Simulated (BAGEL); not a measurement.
# CASCI(6 orbitals)/x2c-SVPall-2c (DKH2, density fitting with AutoAux, Cartesian functions, 2 roots) run of InHSBr (SMILES [SH][In][Br])

What is the energy difference between two shapes of InHSBr at CASCI(6 orbitals)/x2c-SVPall-2c (DKH2, density fitting with AutoAux, Cartesian functions, 2 roots)? 

The results are computed with BAGEL 1.2.2.

2 further runs of the same task are left out: 1 that didn't finish, 1 set aside as unsound or not needed.

### Step 1. The molecule

InHSBr has 4 atoms, charge 0, and is taken as a doublet. As SMILES, `[SH][In][Br]`. Geometry: relaxed at PBE0-D4/def2-TZVP.

Bond lengths: S1–In2 2.430 Å, In2–Br3 2.505 Å, S1–H4 1.344 Å. Angles: S1–In2–Br3 116.5°, In2–S1–H4 92.9°.

### Step 2. A single-point energy at CASCI(6 orbitals)/x2c-SVPall-2c (DKH2, density fitting with AutoAux, Cartesian functions, 2 roots)

Input file input.json:

```json
{ "bagel": [

{
  "title": "molecule",
  "basis": "x2c-svpall-2c.json",
  "df_basis": "x2c-svpall-2c-autoaux.json",
  "angstrom": false,
  "cartesian": true,
  "dkh": true,
  "finite_nucleus": true,
  "geometry": [
    { "atom": "S", "xyz": [    -2.14937449,    -1.57697645,     0.90820238 ] },
    { "atom": "In", "xyz": [     0.90744649,     1.37874418,    -0.82599929 ] },
    { "atom": "Br", "xyz": [     5.47491453,     0.27325440,    -0.25095563 ] },
    { "atom": "H", "xyz": [    -4.12810672,    -0.18897261,     0.13020213 ] }
  ]
},

{
  "title": "hf",
  "charge": 1
},

{
  "title": "fci",
  "nstate": 2,
  "ncore": 47,
  "nspin": 1,
  "norb": 6,
  "dipoles": true
}

]}
```

The basis set x2c-SVPall-2c is read from a file made from the Basis Set Exchange's data (not shown).

On the command line:

```sh
$ BAGEL_NUM_THREADS=1 BAGEL input.json > input.out
```

What it wrote:

```text
* using 1 threads per process

  ===============================================================
  ===============================================================

  Cartesian basis functions are used
  *** Geometry ***

  { "atom" : "S", "xyz" : [     -2.149374,     -1.576976,      0.908202 ] },
  { "atom" : "In", "xyz" : [      0.907446,      1.378744,     -0.825999 ] },
  { "atom" : "Br", "xyz" : [      5.474915,      0.273254,     -0.250956 ] },
  { "atom" : "H", "xyz" : [     -4.128107,     -0.188973,      0.130202 ] },

  Number of auxiliary basis functions:     1148

  Since a DF basis is specified, we compute 2- and 3-index integrals:
    o Being stored without compression. Storage requirement is 0.137 GB

  Number of basis functions:      122
  Number of electrons      :      101

    * METHOD: MOLECULE                             1.11

  *** RHF ***

[... 11 lines left out ...]
    * SCF iteration converged.
[... 1 line left out ...]
    * Permanent dipole moment:
[... 22 lines left out ...]
 Space is made up of 4 determinants.
  o forming links

     guess   0:   closed 111...               open ...1..
     guess   1:   closed 111...               open ....1.

  === FCI iteration ===

      0  0     -8573.72103042     2.31e-03      0.00
      0  1     -8573.60994849     2.02e-03      0.00

[... 40 lines of this table left out ...]
     14  1 *   -8573.61308029     5.93e-11      0.00

     * ci vector, state   0, <S^2> = 0.7500
       222a..     0.9964848589
       2a22..     0.0607765197

     * ci vector, state   1, <S^2> = 0.7500
       222.a.     0.9945000941
       2a2ba.     0.0519301510
       a22.2.     0.0508353594

    * Permanent dipole moment: state 0
           (    0.671346,    -0.309820,     0.169909) a.u.

    * Permanent dipole moment: state 1
           (    0.976647,    -0.775945,     0.434495) a.u.

    * Permanent dipole moment: states 1 0
           (   -0.012996,    -0.568427,    -0.991449) a.u.

    * METHOD: FCI                                  0.63

  ===============================================================
```

Run time: 45 s. Hardware: 1 thread of Intel Xeon 6975P-C (Granite Rapids), shared host; peak memory 0.47 GiB.

### Step 3. The distorted shape, same level

Input file input.json:

```json
{ "bagel": [

{
  "title": "molecule",
  "basis": "x2c-svpall-2c.json",
  "df_basis": "x2c-svpall-2c-autoaux.json",
  "angstrom": "false",
  "cartesian": "true",
  "dkh": "true",
  "finite_nucleus": "true",
  "geometry": [
    { "atom": "S", "xyz": [ -2.09554565, -1.67321642,  0.93462075 ] },
    { "atom": "In", "xyz": [  0.93440154,  1.28039716, -0.92515889 ] },
    { "atom": "Br", "xyz": [  5.46566621,  0.28003473, -0.18780476 ] },
    { "atom": "H", "xyz": [ -4.14677910, -0.18954142,  0.13406284 ] }
  ]
},
{ "title": "hf", "charge": 1 },
{ "title": "fci", "nstate": 2, "ncore": 47, "nspin": 1, "norb": 6, "dipoles": "true" }

]}
```

The basis set x2c-SVPall-2c is read from a file made from the Basis Set Exchange's data (not shown).

On the command line:

```sh
$ BAGEL_NUM_THREADS=1 BAGEL input.json > input.out
```

What it wrote:

```text
* using 1 threads per process

  ===============================================================
  ===============================================================

  Cartesian basis functions are used
  *** Geometry ***

  { "atom" : "S", "xyz" : [     -2.095546,     -1.673216,      0.934621 ] },
  { "atom" : "In", "xyz" : [      0.934402,      1.280397,     -0.925159 ] },
  { "atom" : "Br", "xyz" : [      5.465666,      0.280035,     -0.187805 ] },
  { "atom" : "H", "xyz" : [     -4.146779,     -0.189541,      0.134063 ] },

  Number of auxiliary basis functions:     1148

  Since a DF basis is specified, we compute 2- and 3-index integrals:
    o Being stored without compression. Storage requirement is 0.137 GB

  Number of basis functions:      122
  Number of electrons      :      101

    * METHOD: MOLECULE                             1.14

  *** RHF ***

[... 11 lines left out ...]
    * SCF iteration converged.
[... 1 line left out ...]
    * Permanent dipole moment:
[... 22 lines left out ...]
 Space is made up of 4 determinants.
  o forming links

     guess   0:   closed 111...               open ...1..
     guess   1:   closed 111...               open ....1.

  === FCI iteration ===

      0  0     -8573.70835231     2.35e-03      0.00
      0  1     -8573.59664826     2.07e-03      0.00

[... 40 lines of this table left out ...]
     14  1 *   -8573.59997631     7.43e-11      0.00

     * ci vector, state   0, <S^2> = 0.7500
       222a..    -0.9962211597
       2a22..     0.0644467975

     * ci vector, state   1, <S^2> = 0.7500
       222.a.    -0.9940932820
       2a2ba.     0.0555209405

    * Permanent dipole moment: state 0
           (    0.628047,    -0.330435,     0.202726) a.u.

    * Permanent dipole moment: state 1
           (    0.954489,    -0.776253,     0.468340) a.u.

    * Permanent dipole moment: states 1 0
           (   -0.022128,     0.623208,     0.955640) a.u.

    * METHOD: FCI                                  0.62

  ===============================================================
```

It took 27 s on 1 thread of Intel Xeon 6975P-C (Granite Rapids), shared host; peak memory 0.47 GiB.

### Step 4. Results

At CASCI(6 orbitals)/x2c-SVPall-2c (DKH2, density fitting with AutoAux, Cartesian functions, 2 roots), 47 inactive orbitals:

```
                                        quantity           value
    first shape: energy of the lowest of 2 roots  -8573.72389 Eh
        first shape: dipole moment (lowest root)          1.93 D
           first shape: lowest excitation energy         3.02 eV
distorted shape: energy of the lowest of 2 roots  -8573.71137 Eh
    distorted shape: dipole moment (lowest root)          1.88 D
       distorted shape: lowest excitation energy         3.03 eV
          energy change with the atoms displaced        0.341 eV
```

What this shows: With the atoms displaced the energy rises by 0.34 eV (32.9 kJ/mol). The first shape isn't relaxed at this level, so the change isn't measured from a minimum.
